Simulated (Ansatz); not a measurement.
# CrW3: magnetic states

The task here is to estimate one member of a computed series from the others.

Computed with Ansatz 0.2.0 (DFT PBE, scalar-relativistic, plane waves, PAW, unless a step's input says otherwise).

1 further run of the same task is left out (it didn't finish).

### The structure to begin with

It takes space group Pm-3m (No. 221, cubic). Conventional cell: a = 3.897 Å, b = 3.897 Å, c = 3.897 Å, α = 90.00°, β = 90.00°, γ = 90.00°. W (site symmetry 4/mmm) has 8 W at 2.76 Å and 4 Cr at 2.76 Å as nearest neighbours. Cr (site symmetry m-3m) has 12 W at 2.76 Å as nearest neighbours.

Structure file:

```
CELL_PARAMETERS angstrom
3.89699 0.00000 0.00000
0.00000 3.89699 0.00000
0.00000 0.00000 3.89699
ATOMIC_POSITIONS crystal
W 0.00000 0.50000 0.50000
W 0.50000 0.00000 0.50000
W 0.50000 0.50000 0.00000
Cr 0.00000 0.00000 0.00000
```

This is a hypothetical structure, made by putting the elements on a prototype's sites.

The first run:

(A quick probe on a coarse mesh, which set the mesh and smearing, is not shown.)

Contents of input.yaml:

```yaml
crystal:
  lattice:
    - [3.8969874961, 0.0, 0.0]
    - [0.0, 3.8969874961, 0.0]
    - [0.0, 0.0, 3.8969874961]
  atoms:
    - { symbol: W, position: [0.0, 0.5, 0.5] }
    - { symbol: W, position: [0.5, 0.0, 0.5] }
    - { symbol: W, position: [0.5, 0.5, 0.0] }
    - { symbol: Cr, position: [0.0, 0.0, 0.0] }
basis:
  ecutwfc: 420
kpoints:
  mp_grid: { grid: [6, 6, 6] }
hamiltonian:
  xc: pbe
scf:
  occupations: { method: gaussian, width: 0.1 }
output:
  forces: true
  stress: true
  eigenvalues: true
relax:
  adjacent_minimum: "off"
  f_tol: 0.05
  max_steps: 80
  cell: { stress_tol: 0.5 }
```

Started as:

```
ansatz run input.yaml --threads 1 --pin off --max-ram 2560MiB --backend cpu --events-out ev --progress --plain --runs-dir out
```

Among the steps run: Rough relaxation on the coarse mesh; Relaxing cell and atoms; Start: large parallel starting moments; Magnetic start: antiferromagnetic, doubled cell, propagation vector (0, 0, 1/2); Start: antiferromagnetic, doubled cell, propagation vector (0, 1/2, 1/2); Magnetic start: antiferromagnetic, doubled cell, propagation vector (1/2, 1/2, 1/2).

One of the session's tables, all rows but one given; the rest of the session is left out.

It belongs to the step «Which state is lowest». 

```
                                                              start  energy above the lowest (meV/atom)  pressure (GPa)
    antiferromagnetic, doubled cell, propagation vector (0, 0, 1/2)                                0.00             1.9
  antiferromagnetic, doubled cell, propagation vector (0, 1/2, 1/2)                                   ?               ?
                                    large parallel starting moments                                4.55             1.4
                                                            no spin                                8.27             0.0
antiferromagnetic, doubled cell, propagation vector (1/2, 1/2, 1/2)                                8.27             0.0
```

Q: Estimate the row for antiferromagnetic, doubled cell, propagation vector (0, 1/2, 1/2) from the others.

**Answer.** energy above the lowest (meV/atom): 4.28; pressure (GPa): 1.7. In the column «energy above the lowest (meV/atom)» it lies between antiferromagnetic, doubled cell, propagation vector (0, 0, 1/2) (0.00) and large parallel starting moments (4.55).

Limits of these values: Only these starts were tried, so a lower state is not ruled out. Warnings in the runs' records: seeded moment not kept.
